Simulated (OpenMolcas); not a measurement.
# Mo³⁺ among point charges: CASSCF and CASPT2 levels and susceptibility, part 1 of 2

How does a field of 8 point charges split the states of Mo³⁺, and what χT follows?

The numbers are computed with OpenMolcas 26.06 (state-averaged CASSCF and CASPT2, spin-orbit coupling by RASSI with atomic mean-field integrals), except any that are marked as measured or tabulated.

## 1. Starting point

| Item | Value |
| --- | --- |
| Species | Mo³⁺ (molybdenum, Z = 42, 39 electrons) |
| Basis | ANO-RCC-VDZP [6s5p3d1f], 43 functions |
| Scalar Hamiltonian | DKH2, point nucleus |
| Inactive shells | 1s 2s 2p 3s 3p 3d 4s 4p |
| Active space | 3 electrons in 5 orbitals (4d) |
| Some configurations of this space | 4d³ |
| Orbitals | optimised for each spin and parity, averaged over all roots |

Outer shells as boxes (Hund's rule):

4d3
```
4d [↑ ][↑ ][↑ ][  ][  ]
```

The ion sits among 8 point charges of -1.2 e arranged as a cube (Oh), 2.08 Å from the ion.

The work runs as a chain of OpenMolcas steps in one folder; each step below is one input file. Labels, J, g values, rates, χT and fits are worked out afterwards by a script from the matrices that RASSI stores. The input lists half of the charges; inversion (Group=XYZ) makes the rest.

## 2. GATEWAY and SEWARD: basis and integrals

Input file a.inp:

```
&GATEWAY
Coord
1

Mo 0.0 0.0 0.0
Basis=ANO-RCC-VDZP
Group=XYZ
NoMove
AngMom=0.0 0.0 0.0
AMFI
XField
4 Angstrom 0
1.200889 1.200889 1.200889 -1.200000
1.200889 1.200889 -1.200889 -1.200000
1.200889 -1.200889 1.200889 -1.200000
1.200889 -1.200889 -1.200889 -1.200000
&SEWARD
```

The run is started by

```bash
$ OMP_NUM_THREADS=1 MOLCAS_MEM=1689 MOLCAS_PROJECT=a pymolcas a.inp > a.log
```

Standard output:

```text
Basis set label: MO.ANO-RCC...6S5P3D1F.

      Electronic valence basis set:
      ------------------
      Associated Effective Charge  42.000000 au
      Associated Actual Charge     42.000000 au
      Nuclear Model: Point charge

      Shell  nPrim  nBasis  Cartesian Spherical Contaminant
         s      21       6        X
         p      18       5        X
         d      13       3                 X
         f       6       1                 X
                  Relativistic Douglas-Kroll-Hess integrals:
                    - DKH order of Hamiltonian: 2
                    - DKH order of Properties : 0
                  Atomic mean-field integrals
```

## 3. CASSCF: quartets of even parity, 10 roots

Input file a.inp:

```
&RASSCF
FileOrb=start.orb
Symmetry=1
Spin=4
nActEl=3 0 0
Inactive=9 9
Ras2=5 0
CIRoot=10 10 1
SDav=10
CIMx=300
Iter=120 100
PrWF=0.3
OrbListing=Nothing
MaxOrb=0
>>> COPY $Project.JobIph JOB001
```

start.orb holds the contracted functions of the basis, ordered by shell, or the orbitals of the step before.

Standard output:

```text
Wave function specifications:
      -----------------------------

      Number of closed shell electrons          36
      Number of electrons in active shells       3
      Max number of holes in RAS1 space          0
      Max nr of electrons in RAS3 space          0
      Number of inactive orbitals               18
      Number of active orbitals                  5
      Number of secondary orbitals              20
      Spin quantum number                      1.5
      State symmetry                             1
Orbital specifications:
      -----------------------

      Symmetry species                           1   2
                                                ag  au
      Frozen orbitals                            0   0
      Inactive orbitals                          9   9
      Active orbitals                            5   0
      RAS1 orbitals                              0   0
      RAS2 orbitals                              5   0
      RAS3 orbitals                              0   0
      Secondary orbitals                         7  13
      Deleted orbitals                           0   0
      Number of basis functions                 21  22
      Number of CSFs                            10
      Number of root(s) required                10
      Iter CI   SX   CI       RASSCF       Energy    max ROT     max BLB   max BLB  Level Ln srch  Step   QN
          iter iter root      energy       change     param      element    value   shift minimum  type update
 Nr of preliminary CI iterations:   1
      Total energies have been shifted. Add                -4000.00 au
        1   1    6    0   -51.13800318    0.00E+00   1.35E-01*   7  13 2 -2.15E-01*  0.59   0.00    SX    NO
        2   1    5    0   -51.25344281   -1.15E-01*  2.91E-02    9  15 2  3.88E-02*  0.66   0.00    SX    NO
        3   1    5    0   -51.25870598   -5.26E-03*  1.15E-02    9  15 2  1.53E-02*  0.67   0.00    SX    NO
        4   1    5    0   -51.25941618   -7.10E-04* -4.49E-03    9  15 2  6.69E-03*  0.68   0.00    SX    NO
        5   1    5    0   -51.25952909   -1.13E-04* -3.01E-03    9  15 2  2.62E-03*  0.68   1.68    LS   YES
        6   1    4    0   -51.25955105   -2.20E-05*  1.01E-04    9  12 2 -4.69E-04*  0.68   1.01    QN   YES
        7   1    4    0   -51.25955129   -2.46E-07*  4.61E-05    7  10 2 -1.52E-04*  0.68   1.46    LS   YES
        8   1    4    0   -51.25955132   -2.68E-08*  2.64E-05    4  10 1 -6.65E-05   0.68   1.00    QN   YES
        9   1    3    0   -51.25955133   -4.90E-09   1.03E-05    9  15 2 -1.04E-05   0.68   1.19    QN   YES
      Convergence after  9 iterations
       10   1    3    0   -51.25955133   -3.53E-10   1.03E-05    9  12 2  2.79E-06   0.68   1.19    QN   YES
      Natural orbitals and occupation numbers for root  1
      sym 1:   0.061885   0.938115   1.000000   0.061885   0.938115
      Natural orbitals and occupation numbers for root  2
      sym 1:   0.914388   0.085612   1.000000   0.085612   0.914388
      Natural orbitals and occupation numbers for root  3
      sym 1:   0.061823   0.061823   0.938177   0.938177   1.000000
::    RASSCF root number  1 Total energy:  -4051.29763228
::    RASSCF root number  2 Total energy:  -4051.29763228
::    RASSCF root number  3 Total energy:  -4051.29763228
::    RASSCF root number  4 Total energy:  -4051.26943050
::    RASSCF root number  5 Total energy:  -4051.26943050
::    RASSCF root number  6 Total energy:  -4051.26943050
::    RASSCF root number  7 Total energy:  -4051.23610614
::    RASSCF root number  8 Total energy:  -4051.21940625
::    RASSCF root number  9 Total energy:  -4051.21940625
::    RASSCF root number 10 Total energy:  -4051.21940625
```

## 4. Reference wave functions, doublets of even parity, 40 roots

Input file a.inp:

```
&RASSCF
FileOrb=start.orb
Symmetry=1
Spin=2
nActEl=3 0 0
Inactive=9 9
Ras2=5 0
CIRoot=40 40 1
SDav=40
CIMx=300
Iter=120 100
PrWF=0.3
OrbListing=Nothing
MaxOrb=0
>>> COPY $Project.JobIph JOB002
```

Standard output:

```text
Wave function specifications:
      -----------------------------

      Number of closed shell electrons          36
      Number of electrons in active shells       3
      Max number of holes in RAS1 space          0
      Max nr of electrons in RAS3 space          0
      Number of inactive orbitals               18
      Number of active orbitals                  5
      Number of secondary orbitals              20
      Spin quantum number                      0.5
      State symmetry                             1
Orbital specifications:
      -----------------------

      Symmetry species                           1   2
                                                ag  au
      Frozen orbitals                            0   0
      Inactive orbitals                          9   9
      Active orbitals                            5   0
      RAS1 orbitals                              0   0
      RAS2 orbitals                              5   0
      RAS3 orbitals                              0   0
      Secondary orbitals                         7  13
      Deleted orbitals                           0   0
      Number of basis functions                 21  22
      Number of CSFs                            40
      Number of root(s) required                40
      Iter CI   SX   CI       RASSCF       Energy    max ROT     max BLB   max BLB  Level Ln srch  Step   QN
          iter iter root      energy       change     param      element    value   shift minimum  type update
 Nr of preliminary CI iterations:   1
      Total energies have been shifted. Add                -4000.00 au
        1   1    4    0   -51.17688699    0.00E+00  -8.99E-03   12  19 1 -7.78E-03*  0.67   0.00    SX    NO
        2   1    5    0   -51.17739680   -5.10E-04*  2.66E-03    7  13 2 -4.71E-03*  0.67   0.00    SX    NO
        3   1    5    0   -51.17746142   -6.46E-05* -1.10E-03    7  13 2 -1.89E-03*  0.67   0.00    SX    NO
        4   1    4    0   -51.17747196   -1.05E-05* -4.53E-04    7  13 2 -7.89E-04*  0.66   0.00    SX    NO
        5   1    4    0   -51.17747372   -1.76E-06* -3.13E-04    7  13 2 -3.17E-04*  0.66   1.69    LS   YES
        6   1    4    0   -51.17747408   -3.54E-07*  9.86E-06    7  10 2  2.48E-05   0.66   1.00    QN   YES
        7   1    3    0   -51.17747408   -1.19E-09   7.55E-06    7  10 2  7.84E-06   0.66   1.60    QN   YES
      Convergence after  7 iterations
        8   1    3    0   -51.17747408   -2.11E-10   7.55E-06    7  10 2 -1.04E-06   0.66   1.60    QN   YES
      Natural orbitals and occupation numbers for root  1
      sym 1:   0.027801   0.056640   1.889376   0.992798   0.033385
      Natural orbitals and occupation numbers for root  2
      sym 1:   0.050750   1.889376   0.992798   0.021911   0.045166
      Natural orbitals and occupation numbers for root  3
      sym 1:   0.114476   1.567923   0.894477   0.325262   0.097861
::    RASSCF root number  1 Total energy:  -4051.26242014
::    RASSCF root number  2 Total energy:  -4051.26242014
::    RASSCF root number  3 Total energy:  -4051.23585343
::    RASSCF root number  4 Total energy:  -4051.23585343
::    RASSCF root number  5 Total energy:  -4051.23585343
::    RASSCF root number  6 Total energy:  -4051.23543012
::    RASSCF root number  7 Total energy:  -4051.23543012
::    RASSCF root number  8 Total energy:  -4051.23543012
::    RASSCF root number  9 Total energy:  -4051.21813831
::    RASSCF root number 10 Total energy:  -4051.21813831
::    RASSCF root number 11 Total energy:  -4051.21813831
::    RASSCF root number 12 Total energy:  -4051.21020982
::    RASSCF root number 13 Total energy:  -4051.20348558
::    RASSCF root number 14 Total energy:  -4051.20348558
::    RASSCF root number 15 Total energy:  -4051.20348558
::    RASSCF root number 16 Total energy:  -4051.19677926
::    RASSCF root number 17 Total energy:  -4051.19677926
::    RASSCF root number 18 Total energy:  -4051.19677926
::    RASSCF root number 19 Total energy:  -4051.18902025
::    RASSCF root number 20 Total energy:  -4051.18902025
::    RASSCF root number 21 Total energy:  -4051.17792085
::    RASSCF root number 22 Total energy:  -4051.17792085
::    RASSCF root number 23 Total energy:  -4051.17792085
::    RASSCF root number 24 Total energy:  -4051.17378993
::    RASSCF root number 25 Total energy:  -4051.17378993
::    RASSCF root number 26 Total energy:  -4051.17378993
::    RASSCF root number 27 Total energy:  -4051.16914730
::    RASSCF root number 28 Total energy:  -4051.16914730
::    RASSCF root number 29 Total energy:  -4051.15074786
::    RASSCF root number 30 Total energy:  -4051.15074786
```

## 5. RASSI: spin-orbit coupling between the states

Input file a.inp:

```
&RASSI
NrOfJobIphs=2 10 40
1 2 3 4 5 6 7 8 9 10
1 2 3 4 5 6 7 8 9 10 11 12 13 14 15 16 17 18 19 20 21 22 23 24 25 26 27
28 29 30 31 32 33 34 35 36 37 38 39 40
IphNames
JOB001
JOB002
EJob
SpinOrbit
DIPRint=1.0
SOCoupling=1000.0
Subsets=2
Property=9
'ANGMOM' 1 'ANGMOM' 2 'ANGMOM' 3 'MLTPL  1' 1 'MLTPL  1' 2 'MLTPL  1' 3
'AMFI' 1 'AMFI' 2 'AMFI' 3
SOProperty=3
'ANGMOM' 1 'ANGMOM' 2 'ANGMOM' 3
```

Standard output:

```text
SPIN-FREE ENERGIES:
  (Shifted by EMIN (a.u.) =      -4051.2976322823)

 SF State       Relative EMIN(au)   Rel lowest level(eV)    D:o, cm**(-1)      L_eff

     1             0.0000000000        0.0000000000              0.0000         3.0
     2             0.0000000000        0.0000000000              0.0000         3.0
     3             0.0000000000        0.0000000000              0.0000         3.0
     4             0.0282017810        0.7674095546           6189.5755         3.0
     5             0.0282017810        0.7674095546           6189.5755         3.0
     6             0.0282017810        0.7674095546           6189.5755         3.0
    11             0.0352121451        0.9581712799           7728.1726         4.0
    12             0.0352121451        0.9581712799           7728.1726         4.0
     7             0.0615261410        1.6742115867          13503.4271         3.0
    13             0.0617788523        1.6810882126          13558.8908         3.8
    14             0.0617788523        1.6810882126          13558.8908         3.8
    15             0.0617788523        1.6810882126          13558.8908         3.8
    16             0.0622021623        1.6926070626          13651.7966         4.4
    17             0.0622021623        1.6926070626          13651.7966         4.4
    18             0.0622021623        1.6926070626          13651.7966         4.4
    10             0.0782260280        2.1286386632          17168.6287         1.1
     9             0.0782260280        2.1286386632          17168.6287         1.1
     8             0.0782260280        2.1286386632          17168.6287         1.1
    19             0.0794939717        2.1631411671          17446.9101         2.8
    20             0.0794939717        2.1631411671          17446.9101         2.8
    21             0.0794939717        2.1631411671          17446.9101         2.8
    22             0.0874224583        2.3788862797          19187.0118         4.0
    23             0.0941467060        2.5618623795          20662.8136         4.4
    24             0.0941467060        2.5618623795          20662.8136         4.4
    25             0.0941467060        2.5618623795          20662.8136         4.4
    26             0.1008530178        2.7443504212          22134.6789         4.6
    27             0.1008530178        2.7443504212          22134.6789         4.6
    28             0.1008530178        2.7443504212          22134.6789         4.6
    29             0.1086120293        2.9554838804          23837.5851         4.0
    30             0.1086120293        2.9554838804          23837.5851         4.0
    31             0.1197114324        3.2575140253          26273.6225         3.1
    32             0.1197114324        3.2575140253          26273.6225         3.1
    33             0.1197114324        3.2575140253          26273.6225         3.1
    34             0.1238423502        3.3699220243          27180.2542         4.2
    35             0.1238423502        3.3699220243          27180.2542         4.2
    36             0.1238423502        3.3699220243          27180.2542         4.2
    37             0.1284849840        3.4962545266          28199.1945         3.5
    38             0.1284849840        3.4962545266          28199.1945         3.5
    39             0.1468844240        3.9969287958          32237.4048         3.0
    40             0.1468844240        3.9969287958          32237.4048         3.0
Eigenvalues of complex Hamiltonian:
   -----------------------------------
  (Shifted by EMIN (a.u.) =      -4051.2976322823)

 SO State       Relative EMIN(au)   Rel lowest level(eV)    D:o, cm**(-1)     J-value

     1            -0.0042401471        0.0000000000              0.0000         1.9
     2            -0.0042401471        0.0000000000              0.0000         2.0
     3            -0.0042401471        0.0000000000              0.0000         2.1
     4            -0.0042401471        0.0000000000              0.0000         1.9
     5            -0.0030601041        0.0321106045            258.9895         2.2
     6            -0.0030601041        0.0321106045            258.9895         2.2
     7             0.0010290104        0.1433810808           1156.4464         2.8
     8             0.0010290104        0.1433810808           1156.4464         2.9
     9             0.0010290104        0.1433810808           1156.4464         3.1
    10             0.0010290104        0.1433810808           1156.4464         2.7
    11             0.0040176364        0.2247057357           1812.3740         3.4
    12             0.0040176364        0.2247057357           1812.3740         3.4
    13             0.0263215217        0.8316253723           6707.5110         2.6
    14             0.0263215217        0.8316253723           6707.5110         2.6
    15             0.0264625403        0.8354626839           6738.4610         2.6
    16             0.0264625403        0.8354626839           6738.4610         2.6
    17             0.0264625403        0.8354626839           6738.4610         2.6
    18             0.0264625403        0.8354626839           6738.4610         2.7
    19             0.0289654949        0.9035715501           7287.7960         3.0
    20             0.0289654949        0.9035715501           7287.7960         3.0
    21             0.0291835727        0.9095057476           7335.6586         3.4
    22             0.0291835727        0.9095057476           7335.6586         2.9
    23             0.0291835727        0.9095057476           7335.6586         3.3
    24             0.0291835727        0.9095057476           7335.6586         2.8
    25             0.0352559957        1.0747447957           8668.4014         2.8
    26             0.0352559957        1.0747447956           8668.4014         3.5
    27             0.0352559957        1.0747447956           8668.4014         3.5
    28             0.0352559957        1.0747447957           8668.4014         2.8
    29             0.0595905381        1.7369214287          14009.2161         2.9
    30             0.0595905381        1.7369214287          14009.2161         2.9
    31             0.0595905381        1.7369214286          14009.2161         3.4
    32             0.0595905381        1.7369214286          14009.2161         3.4
    33             0.0599597849        1.7469691463          14090.2564         2.8
    34             0.0599597849        1.7469691463          14090.2564         2.8
    35             0.0601571129        1.7523387155          14133.5649         3.5
    36             0.0601571129        1.7523387155          14133.5649         3.5
    37             0.0625557964        1.8176102170          14660.0151         2.9
    38             0.0625557964        1.8176102170          14660.0151         3.0
    39             0.0625557964        1.8176102170          14660.0151         3.6
    40             0.0625557964        1.8176102170          14660.0151         3.7
    41             0.0654500490        1.8963668434          15295.2301         3.6
Weights of the five most important spin-orbit-free states for each spin-orbit state.

 SO State  Total energy (au)           Spin-free states, spin, and weights
 -------------------------------------------------------------------------------------------------------
    1        -0.004240       3 1.5  0.5461    2 1.5  0.2419    1 1.5  0.1733    4 1.5  0.0113    6 1.5  0.0082
    2        -0.004240       2 1.5  0.4654    1 1.5  0.3677    3 1.5  0.1282    6 1.5  0.0107    5 1.5  0.0107
    3        -0.004240       2 1.5  0.5189    1 1.5  0.3354    3 1.5  0.1070    5 1.5  0.0113   12 0.5  0.0095
    4        -0.004240       3 1.5  0.5004    1 1.5  0.4053    2 1.5  0.0556   11 0.5  0.0112    4 1.5  0.0099
    5        -0.003060       3 1.5  0.3311    2 1.5  0.3311    1 1.5  0.3311    5 1.5  0.0017    4 1.5  0.0017
    6        -0.003060       3 1.5  0.3311    1 1.5  0.3311    2 1.5  0.3311    5 1.5  0.0017    4 1.5  0.0017
    7         0.001029       3 1.5  0.5688    2 1.5  0.2681    1 1.5  0.1430    4 1.5  0.0057    6 1.5  0.0055
    8         0.001029       3 1.5  0.4396    2 1.5  0.2869    1 1.5  0.2535    4 1.5  0.0054    6 1.5  0.0053
    9         0.001029       2 1.5  0.5399    1 1.5  0.3750    3 1.5  0.0650    5 1.5  0.0062    6 1.5  0.0047
   10         0.001029       1 1.5  0.5351    3 1.5  0.2332    2 1.5  0.2116    5 1.5  0.0054    6 1.5  0.0051
   11         0.004018       3 1.5  0.3298    1 1.5  0.3298    2 1.5  0.3298   22 0.5  0.0031    4 1.5  0.0020
   12         0.004018       1 1.5  0.3298    3 1.5  0.3298    2 1.5  0.3298   22 0.5  0.0031    4 1.5  0.0020
```

Time for these steps: 13 s (1 thread of Intel Xeon Platinum 8259CL at 2.50GHz (Skylake/Cascade Lake), shared host).

Spin-free states, with their symmetry labels:

```csv
state,degeneracy,E (cm-1),free-ion L (%)
4T1,3,0,F (97)
4T2,3,6190,F (100)
2E,2,7728,G (50)
4A2,1,13503,F (100)
2T2,3,13559,G (73)
2T1,3,13652,G (59)
4T1,3,17169,P (97)
2T1,3,17447,P (65)
2A1,1,19187,G (100)
2T2,3,20663,H (61)
2T1,3,22135,H (70)
2E,2,23838,H (58)
2T2,3,26274,D (70)
2T1,3,27180,H (56)
2E,2,28199,G (47)
2T2,3,32237,F (91)
2T1,3,34714,F (78)
2A2,1,34811,F (100)
2E,2,51425,D (99)
2T2,3,51636,D (89)
```

With spin-orbit coupling:

```tsv
E (cm-1)	Degeneracy	Label	2S+1	g
0.0	4	Γ8	4	
259.0	2	Γ7	4	1.33 1.33 1.33
1156	4	Γ8	4	
1812	2	Γ6	4	3.91 3.91 3.91
6708	2	Γ7	4	3.27 3.27 3.27
6738	4	Γ8	4	
7288	2	Γ6	4	1.97 1.97 1.97
7336	4	Γ8	4	
8668	4	Γ8	2	
14009	4	Γ8	2	
14090	2	Γ7	2	1.52 1.52 1.52
14134	2	Γ6	2	0.42 0.42 0.42
14660	4	Γ8	2	
15295	4	Γ8	2	
16768	2	Γ6	4	1.87 1.87 1.87
16840	4	Γ8	4	
18382	2	Γ7	4	2.57 2.57 2.57
18424	4	Γ8	4	
18438	2	Γ6	2	1.55 1.55 1.55
19424	4	Γ8	2	
20257	2	Γ6	2	1.86 1.86 1.86
21726	4	Γ8	2	
21902	2	Γ7	2	2.48 2.48 2.48
23029	4	Γ8	2
```

Principal g values are given for doublets only; a zero marks a field direction without first-order Zeeman splitting.

Powder χT (cm³ K/mol): 0.22 at 2 K, 0.22 at 5 K, 0.23 at 10 K, 0.24 at 20 K, 0.28 at 50 K, 0.35 at 100 K, 0.41 at 150 K, 0.48 at 200 K, 0.54 at 250 K, 0.60 at 300 K.

A ligand-field fit to the states below 45000 cm-1 gives 10Dq = -7452 cm-1, B = 784 cm-1 and C = 3181 cm-1 (C/B = 4.06), with a deviation of 151 cm-1.

Orbitals of the lowest block (energies include the constant potential of the surroundings):

```csv
shell,space,energy (hartree),mean occupation,⟨r²⟩ (bohr²)
1s,inactive,-737.4708,2.000,0.00163
2s,inactive,-105.9056,2.000,0.0277
2p,inactive,-94.3604,6.000,0.0219
3s,inactive,-18.2168,2.000,0.208
3p,inactive,-14.3194,6.000,0.213
3d,inactive,-7.9591,10.000,0.206
4s,inactive,-1.6735,2.000,1.39
4p,inactive,-0.5043,6.000,1.69
4d,RAS2,,3.000,3.21
```

(Continued in part 2 of 2.)
